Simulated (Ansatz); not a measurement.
# AlF3H4OSi: the cost of one run

All numbers below are computed with Ansatz 0.2.0 (RKS PBE-D4/6-31G*).

### 1 The structure to begin with

Bond lengths: Al1–F2 2.040 Å, Al1–F3 1.690 Å, Al1–F4 1.690 Å, Al1–O5 2.080 Å, O5–Si6 1.680 Å, Si6–H7 1.460 Å, Si6–H8 1.460 Å, Si6–H9 1.460 Å. Angles: F2–Al1–F3 120.0°, F2–Al1–F4 120.0°, F2–Al1–O5 71.6°, F3–Al1–F4 120.0°, F3–Al1–O5 97.0°, F4–Al1–O5 101.2°, Al1–O5–Si6 125.0°, O5–Si6–H7 109.5°, O5–Si6–H8 109.5°, O5–Si6–H9 109.5°, H7–Si6–H8 109.4°, H7–Si6–H9 109.4°, H8–Si6–H9 109.4°.

Coordinates:

```xyz
10

Al    0.0000    0.0000    0.0000
F     0.0000    0.0000    2.0400
F     1.4635    0.0000   -0.8450
F    -1.4635    0.0000   -0.8450
O     0.0869   -1.9720    0.6559
Si   -0.6831   -3.2686   -0.0846
H     0.2217   -4.4137   -0.1261
H    -1.8799   -3.6221    0.6732
H    -1.0612   -2.8984   -1.4453
H     0.0526   -1.1932    1.7520
```

### 2 Pulling towards end A

Springs on the bonds that form and break draw the guess towards this end; the thresholds are loose.

Input file input.yaml:

```yaml
crystal:
  periodic: [false, false, false]
  atoms:
    - { symbol: Al, position_ang: [0.0, 0.0, 0.0] }
    - { symbol: F, position_ang: [0.0, 0.0, 2.04] }
    - { symbol: F, position_ang: [1.4635, 0.0, -0.845] }
    - { symbol: F, position_ang: [-1.4635, 0.0, -0.845] }
    - { symbol: O, position_ang: [0.0869, -1.972, 0.6559] }
    - { symbol: Si, position_ang: [-0.6831, -3.2686, -0.0846] }
    - { symbol: H, position_ang: [0.2217, -4.4137, -0.1261] }
    - { symbol: H, position_ang: [-1.8799, -3.6221, 0.6732] }
    - { symbol: H, position_ang: [-1.0612, -2.8984, -1.4453] }
    - { symbol: H, position_ang: [0.0526, -1.1932, 1.752] }
basis:
  gaussian: { orbitals: "6-31G*" }
hamiltonian:
  xc: pbe
  dispersion: d4
relax:
  f_tol: 0.15
  max_steps: 25
  restrain:
    - { distance: [0, 4], at: 2.98, k: 30.0 }
    - { distance: [9, 1], at: 2.12, k: 30.0 }
    - { distance: [0, 1], at: 1.69, k: 30.0 }
    - { distance: [9, 4], at: 1.01, k: 30.0 }
```

Command:

```bash
$ ansatz run input.yaml --threads 2 --pin off --max-ram 3072MiB --backend cpu --events-out ev --progress --plain --runs-dir out
```

What time and memory should one allow on 2 threads of Intel Xeon at 2.60GHz (Ice Lake), shared host?

About 20 s, with a peak of 0.18 GiB.
